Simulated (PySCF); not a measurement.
**[TmCl2]+: other functionals and bases at one geometry**

The task here is to estimate one member of a computed series from the others.

Program: PySCF 2.14.0. Level of theory: several levels, as the steps say, no spin–orbit coupling. These are calculated values, not measurements.

1 further run of the same task is left out (for a known fault of the program).

## The system as given

3 atoms, charge 1, spin multiplicity 1.

Bond lengths: Tm1–Cl2 2.341 Å, Tm1–Cl3 2.341 Å. Angles: Cl2–Tm1–Cl3 112.0°.

Geometry (Å):

```
Tm    0.0000    0.0000   -0.4787
Cl    1.9412    0.0000    0.8295
Cl   -1.9412    0.0000    0.8295
```

Formal oxidation states: Tm +3. Each metal's 12 4f electrons lie in its core potential, so multiplicities, spins and levels count the valence alone. An earlier session relaxed this geometry at PBE0, Tm lcecp-1-SVP with ECP58, Cl def2-SVP (singlet, point group C2v).

At PBE0 on the finer grid: E = -958.518245 Eh, HOMO -13.95 eV, LUMO -8.34 eV, Mulliken charge on Tm1 +1.28 e, largest force component 0.002 eV/Å. 

Levels to run: M06-L; TPSSh; PBE0, TZVP. Hardware: 2 threads of Arm Neoverse V1, shared host.

Set-up of the first run:

run.py (the lines that set the calculation)

```python
mol = gto.M(atom='''
Tm     0.00000     0.00000    -0.47869
Cl     1.94122     0.00000     0.82950
Cl    -1.94122     0.00000     0.82950''',
    basis={'Tm': 'lcecp-1-SVP', 'Cl': 'def2-SVP'},
    ecp={'Tm': 'lcecp-1-SVP'},
    charge=1, spin=0)
mf = dft.RKS(mol, xc='M06L')
mf.grids.atom_grid = (75, 302)  # f atoms: unpruned, at least (60, 302)
mf = mf.density_fit()  # fitting sets: Tm AutoAux, Cl def2-universal-JKFIT
mf.conv_tol = 1e-08; mf.max_cycle = 55
mf.kernel(dm0)  # dm0: the density of the relaxed state
```

Started as:

```
$ OMP_NUM_THREADS=2 python run.py
```

Steps of the session up to this table: M06-L; TPSSh; PBE0, TZVP.

One table of the session follows, with a row left open; its other results are not shown here.

| level | HOMO (eV) | gap (eV) | charge on Tm1 (e) | dipole (D) | largest force component (eV/Å) |
| --- | --- | --- | --- | --- | --- |
| PBE0 (relaxed here) | -13.95 | 5.61 | 1.28 | 6.17 | 0.00 |
| M06-L | ? | ? | ? | ? | ? |
| TPSSh | -13.27 | 4.68 | 1.29 | 6.12 | 0.25 |
| PBE0, TZVP | -13.87 | 5.65 | 1.58 | 6.06 | 0.21 |

Q: Estimate the row for M06-L from the others.

The run gave: HOMO (eV): -12.85; gap (eV): 4.73; charge on Tm1 (e): 1.42; dipole (D): 6.38; largest force component (eV/Å): 0.25. In the column «HOMO (eV)» it is the highest.

The dipole of a charged species depends on the origin, so these sizes hold for this origin alone.

In one basis the HOMO–LUMO gap runs from 4.68 eV (TPSSh) to 5.61 eV (PBE0). The largest leftover force, 0.25 eV/Å with TPSSh, stands at a geometry relaxed at another level. With 4f in the core, its levels are missing from HOMO and gap, and its count is fixed, so no charge can pass from the ligands into it. Total energies of different levels can't be compared.
